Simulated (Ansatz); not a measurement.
**CH4ClGeO radical: how energies converge with the basis set**

How large a basis does CH4ClGeO radical need? Two functionals are run in growing sets.

Method: one geometry, several basis sets; program: Ansatz 0.2.0, Gaussian basis.

The runs, in order: PBE0-D4/def2-SVP; ωB97M-V/def2-SVP; PBE0-D4/def2-QZVPP; ωB97M-V/def2-QZVPP; the functionals' def2-TZVPP values are taken from earlier runs.

## (1) Structure used throughout

All runs share one geometry, relaxed beforehand with PBE0-D4 in a triple-zeta def2 set.

SMILES `[CH3][Ge]([OH])[Cl]`, 8 atoms, charge 0, spin multiplicity 2.

Atoms are counted from 1 here; the program's logs count them from 0.

Bond lengths: C1–Ge2 1.959 Å, C1–H5 1.090 Å, C1–H6 1.091 Å, C1–H7 1.089 Å, Ge2–O3 1.780 Å, Ge2–Cl4 2.184 Å, O3–H8 0.961 Å. Angles: Ge2–C1–H5 109.2°, Ge2–C1–H6 107.2°, Ge2–C1–H7 109.9°, H5–C1–H6 110.0°, H5–C1–H7 110.2°, H6–C1–H7 110.3°, C1–Ge2–O3 104.8°, C1–Ge2–Cl4 109.0°, O3–Ge2–Cl4 106.9°, Ge2–O3–H8 113.2°.

Geometry (Å):

```tsv
atom	x (Å)	y (Å)	z (Å)
C1	0.07004	1.23508	-0.04594
Ge2	-0.66150	-0.55351	0.27273
O3	0.71462	-1.50457	0.87999
Cl4	-1.24706	-1.43212	-1.63937
H5	0.41948	1.65237	0.89812
H6	0.90687	1.12264	-0.73762
H7	-0.69483	1.87624	-0.48085
H8	0.58458	-2.45323	0.79714
```

## (2) PBE0-D4 in def2-SVP

The input, in.yaml:

```yaml
crystal:
  periodic: [false, false, false]
  atoms:
    - {symbol: C, position_ang: [0.070041, 1.235080, -0.045938]}
    - {symbol: Ge, position_ang: [-0.661503, -0.553515, 0.272732]}
    - {symbol: O, position_ang: [0.714624, -1.504574, 0.879986]}
    - {symbol: Cl, position_ang: [-1.247058, -1.432118, -1.639370]}
    - {symbol: H, position_ang: [0.419478, 1.652375, 0.898117]}
    - {symbol: H, position_ang: [0.906871, 1.122640, -0.737615]}
    - {symbol: H, position_ang: [-0.694828, 1.876244, -0.480852]}
    - {symbol: H, position_ang: [0.584576, -2.453234, 0.797141]}
basis:
  gaussian: {orbitals: def2-SVP}
magnetization: {spin_polarized: true, initial_magnetization: 1}
hamiltonian: {xc: pbe0, dispersion: d4}
output: {orbitals: {seedname: orbitals}}
```

The runs that follow: ωB97M-V in def2-SVP; PBE0-D4 in def2-QZVPP; ωB97M-V in def2-QZVPP.

**Question.** What will the summary of the whole plan be? Wanted: PBE0-D4: double and triple zeta above quadruple; ωB97M-V: double and triple zeta above quadruple.

As calculated:

```
                                       quantity           value
PBE0-D4: double and triple zeta above quadruple  17.17, 1.78 eV
ωB97M-V: double and triple zeta above quadruple  17.19, 1.73 eV
```

PBE0-D4 gains 15.39 eV from double to triple zeta, then 1.78 eV more. These are total energies; as a rule much of such shifts cancels in differences, which this series doesn't test.
